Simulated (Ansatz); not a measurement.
Write a Python script for Ansatz's Python interface that makes a series of slab calculations of Ba, space group P6/mmm. Level of theory (first run): r2SCAN, PAW, the default cutoff (500 eV here), 5×5×1 k-points, cold smearing of 0.1 eV.

```cif
data_structure
_symmetry_space_group_name_H-M 'P 1'
_symmetry_Int_Tables_number 1
_cell_length_a 4.3116
_cell_length_b 4.3116
_cell_length_c 3.9134
_cell_angle_alpha 90.000
_cell_angle_beta 90.000
_cell_angle_gamma 120.000
_cell_volume 63.00
loop_
_atom_site_label
_atom_site_type_symbol
_atom_site_fract_x
_atom_site_fract_y
_atom_site_fract_z
_atom_site_occupancy
Ba1 Ba 0.00000 0.00000 0.00000 1
```

`ba_vacuum.py`
```python
"""Surface of Ba against the width of the vacuum."""

import warnings

import ansatz as az
from ase import Atoms
from ase.build import surface
import numpy as np
from tabulate import tabulate

warnings.simplefilter("ignore", az.DeckWarning)

atoms = Atoms(
    ["Ba"],
    scaled_positions=[
        (0.0, 0.0, 0.0),
    ],
    cell=[
        (4.3116137, 0.0, 0.0),
        (-2.15580685, 3.73396699, 0.0),
        (0.0, 0.0, 3.9134133),
    ],
    pbc=True,
)
# the plane is named in the basis of this cell
rows = []
for value in [3.0, 4.0, 5.0, 6.5, 8.0]:
    slab = surface(atoms, (0, 0, 1), 2, vacuum=value)
    slab.pbc = True
    model = az.Crystal.from_ase(slab).calculation()
    model = model.functional(az.Functional.R2SCAN).occupations("Marzari-Vanderbilt")
    model = model.kpoints(5, 5, 1).electric_field(axis=3, dipole_correction=True)
    rep = model.run(threads=1, backend="cpu").report
    face = rep["work_function"]
    rows.append((value, len(slab), rep["free_energy_ev"], face["dipole_moment_e_ang"], face.get("phi_plus_ev"), face.get("phi_minus_ev")))

print(tabulate(rows, headers=["vacuum each side (A)", "atoms", "F (eV)", "dipole (e A)", "phi upper (eV)", "phi lower (eV)"], floatfmt=".4f", missingval="-"))
```

```console
$ python ba_vacuum.py
RunWarning: efield: at this solve's end the planar-averaged density reaches 2.83e-2 e/Å³ inside the ramp window [0.8491, 0.1509] (bound 1e-5 e/Å³); the window's nearer edge stands 1.50 Å from this solve's nearest atom along the axis. Its work functions, free energy, forces, stress, dipole, levels and responses can be [...]
  vacuum each side (A)    atoms       F (eV)    dipole (e A)    phi upper (eV)    phi lower (eV)
----------------------  -------  -----------  --------------  ----------------  ----------------
                3.0000        2  -11928.0765         -0.0002            2.0652            2.3859
                4.0000        2  -11927.8337          0.0000            2.4465            2.5200
                5.0000        2  -11927.8190          0.0001            2.5026            2.5158
                6.5000        2  -11927.8226          0.0001            2.5753            2.5778
                8.0000        2  -11927.8229          0.0001            2.5846            2.5861
```
(Warnings from the package without file and line, shortened, repeats left out.)

Caveats:
- Absolute energies stand on the zero of these potentials, so only differences at equal settings mean something. A total without «per atom» is that of the whole cell that was run.
- The density doesn't vanish in the vacuum (a short gap or a low cutoff), which blurs the vacuum level.
- This isn't the structure that Ba takes at ambient conditions.
- The slabs are thin, unrelaxed cuts of the structure as given, on a modest mesh, so the surface energy isn't converged; Miller indices refer to the cell as typed, and unlike faces give only a mean.
- The script silences the warnings on its input, which a real study should read.
- It ran for 22 s on 1 thread of Intel(R) Xeon(R) 6975P-C (Granite Rapids), with other jobs on the host, peak memory 0.95 GiB.
